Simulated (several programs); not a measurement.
Many methods on one cell: Cd2SO (ordering on zincblende)

Cd2SO, ordered on the zincblende lattice (P-4m2) with 4 atoms a cell, relaxed with r2SCAN in Ansatz, was computed with several methods. It is tetragonal, P-4m2 (No. 115); conventional cell a = 3.919 Å, c = 5.288 Å, 20.30 Å³ an atom. O is surrounded by 4 Cd at 2.23 Å; Cd is surrounded by 2 O at 2.23 Å and 2 S at 2.51 Å; S is surrounded by 4 Cd at 2.51 Å. The calculation is spin-unpolarised, and the structure need not be a phase that has been made.

```cif
data_structure
_symmetry_space_group_name_H-M 'P 1'
_symmetry_Int_Tables_number 1
_cell_length_a 3.9190
_cell_length_b 3.9190
_cell_length_c 5.2880
_cell_angle_alpha 90.000
_cell_angle_beta 90.000
_cell_angle_gamma 90.000
_cell_volume 81.22
loop_
_atom_site_label
_atom_site_type_symbol
_atom_site_fract_x
_atom_site_fract_y
_atom_site_fract_z
_atom_site_occupancy
O1 O 0.00000 0.00000 0.00000 1
Cd1 Cd 0.00000 0.50000 0.79685 1
S1 S 0.50000 0.50000 0.50000 1
Cd2 Cd 0.50000 0.00000 0.20315 1
```

Gaps and times are for a single point on this cell; volume and bulk modulus come from each method's own relaxation or energy curve at fixed shape, which is too stiff where a cell has free coordinates or axes. Times are rough, from shared hosts (Arm Neoverse V1), and each method has its own mesh and cell size. A double dagger marks a value from a curve with shape and coordinates held. PM6 (MOPAC), PM7 (MOPAC), GFN1-xTB (tblite), GFN2-xTB (tblite) treat a cluster of cells at its zone centre, which samples few k points: where these miss a band edge, the gap comes out too large for that reason alone. Gaps from k meshes are read at a limited set of points (mesh, symmetry points, PBE's band edges), so each method's own least gap may be somewhat smaller. xTB and the PM methods were fitted mostly to molecules, and can miss a solid's gap by electronvolts. Minimal bases can be far off for gaps. Times of the plane-wave ladder aren't listed, since it ran on unlike processors and cards. d marks a direct gap, i an indirect one (no mark: not told apart), a dash a value that wasn't computed or didn't pass its checks.

```
                              method              kind  gap (eV)  own volume (Å³/atom)  bulk modulus (GPa)  atoms computed  processor time
light PBE (260 eV and a coarse mesh)  light plane-wave         0                     –                   –               4           1.5 s
                   GFN1-xTB (tblite)     tight binding         0                     –                   –         cluster           3.5 s
                   GFN2-xTB (tblite)     tight binding         0                21.86‡                 30‡         cluster           5.9 s
                         PM7 (MOPAC)    semi-empirical      6.07                21.23‡                157‡         cluster           6.8 s
                         PM6 (MOPAC)    semi-empirical      2.43                     –                   –         cluster             8 s
                      PBE/SZV (CP2K)       small basis         0                21.25‡                 82‡               4           8.9 s
                                 PBE         semilocal         0                 21.00                 69‡               4               –
                     PBE/DZVP (CP2K)       small basis         0                21.33‡                 68‡               4            25 s
                              r2SCAN         semilocal    0.37 d                 20.30                 81‡               4               –
              PBE/single zeta (GPAW)       small basis    0.07 d                     –                   –               4            26 s
                             PBE+SOC         semilocal      0.02                     –                   –               4               –
                               HSE06            hybrid    1.02 d                     –                   –               4               –
```

Against HSE06 (1.02 eV) and with closed or daggered gaps left aside, the nearest gap at the points sampled is that of r2SCAN (-0.65 eV) and the farthest that of PM7 (MOPAC) (+5.05 eV). HSE06 is only a yardstick of convenience, and nearness to it can be luck.

Volumes against r2SCAN's: PBE +3.4 %.

With PBE the bands overlap or touch, or nearly. Semilocal functionals can close a real gap, so this doesn't show a metal; small gaps of other methods may in turn close between the points read or with spin-orbit coupling, and the solid may be a semimetal.

Only the rows marked +SOC include spin-orbit coupling.
